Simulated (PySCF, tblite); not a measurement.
# C4H5F5Si: geometry, infrared bands and NMR shifts

Wanted: the infrared bands and NMR shifts of C4H5F5Si (`F/C=C\C[Si@@H](F)C(F)(F)F`), by calculation.

Programs: tblite 0.8.0 and PySCF 2.14.0, with density-fitted response routines of our own. Each step states its level of theory. These are calculated values for one molecule in the gas phase, unless marked as measured. Atoms count from 0, in the outputs and in this text.

### 1 Starting geometry

15 atoms, charge 0, multiplicity 1; geometry from: force field or distance geometry start.

Bonds of the start (Å): F0–C1 1.36, C1–C2 1.31, C2–C3 1.47, C3–Si4 1.84, Si4–F5 1.67, Si4–C6 1.89, C6–F7 1.36, C6–F8 1.39, C6–F9 1.39, C1–H10 1.09, C2–H11 1.10, C3–H12 1.14, C3–H13 1.11, Si4–H14 1.48.

### 2 Optimising the geometry with GFN2-xTB

The job: settings as JSON, then the geometry in Å.

```
{"job": {"kind": "relax", "xc": "GFN2-xTB", "basis": "xTB"}, "charge": 0, "multiplicity": 1}
F      1.619200    -1.544400     0.327400
C      2.425800    -0.495600     0.015700
C      1.899900     0.649000    -0.335500
C      0.452100     0.904000    -0.451000
Si    -0.666600    -0.496500    -0.030900
F     -0.614800    -0.739000     1.623600
C     -2.462900    -0.113100    -0.466400
F     -2.906700     1.058400     0.070400
F     -3.193800    -1.172700     0.056500
F     -2.639000    -0.184300    -1.843000
H      3.494100    -0.676900     0.098800
H      2.562000     1.490100    -0.581400
H      0.234000     1.774800     0.246800
H      0.186400     1.290500    -1.458400
H     -0.394100    -1.736300    -0.800100
```

Run with:

```console
> OMP_NUM_THREADS=1 python probes_run.py task.json out
```

This one command runs all jobs of the session in turn.

**Question.** This job is followed by: GFN2-xTB harmonic vibrations, gas phase; GIAO PBE0/pcSseg-1 NMR shielding, non-relativistic, gas phase. Predict these results of the whole session: strongest single infrared mode (GFN2-xTB); zero-point energy (GFN2-xTB); ¹³C shifts against TMS (PBE0/pcSseg-1); ¹H shifts against TMS (PBE0/pcSseg-1); ¹⁹F shifts against CFCl3 (PBE0/pcSseg-1, means over atoms taken as alike); ²⁹Si shifts against TMS (PBE0/pcSseg-1).

**Answer**, as computed:

| quantity | value |
| --- | --- |
| strongest single infrared mode (GFN2-xTB) | 1015 cm⁻¹, 260 km/mol |
| zero-point energy (GFN2-xTB) | 53.7 kcal/mol |
| ¹³C shifts against TMS (PBE0/pcSseg-1) | 159.9, 136.9, 112.0, 13.7 ppm |
| ¹H shifts against TMS (PBE0/pcSseg-1) | 6.96, 5.30, 5.23, 2.15, 1.60 ppm |
| ¹⁹F shifts against CFCl3 (PBE0/pcSseg-1, means over atoms taken as alike) | -83.9, -132.2, -217.6 ppm |
| ²⁹Si shifts against TMS (PBE0/pcSseg-1) | -3.8 ppm |

In words: The optimisation took 91 steps and gained 0.523 eV; among the close pairs (by a distance rule), Si4–F5 changed most, from 1.673 to 1.605 Å. All 39 modes are real, so the xTB geometry is a minimum. The strongest single mode, at 1015 cm⁻¹, moves mainly C6. GFN2-xTB is a fitted tight-binding method: band positions and strengths are rough. Its intensities can rank the bands wrongly. At PBE0/pcSseg-1: Shielding is most anisotropic at F0 (span 204 ppm, paramagnetic term -174 ppm).
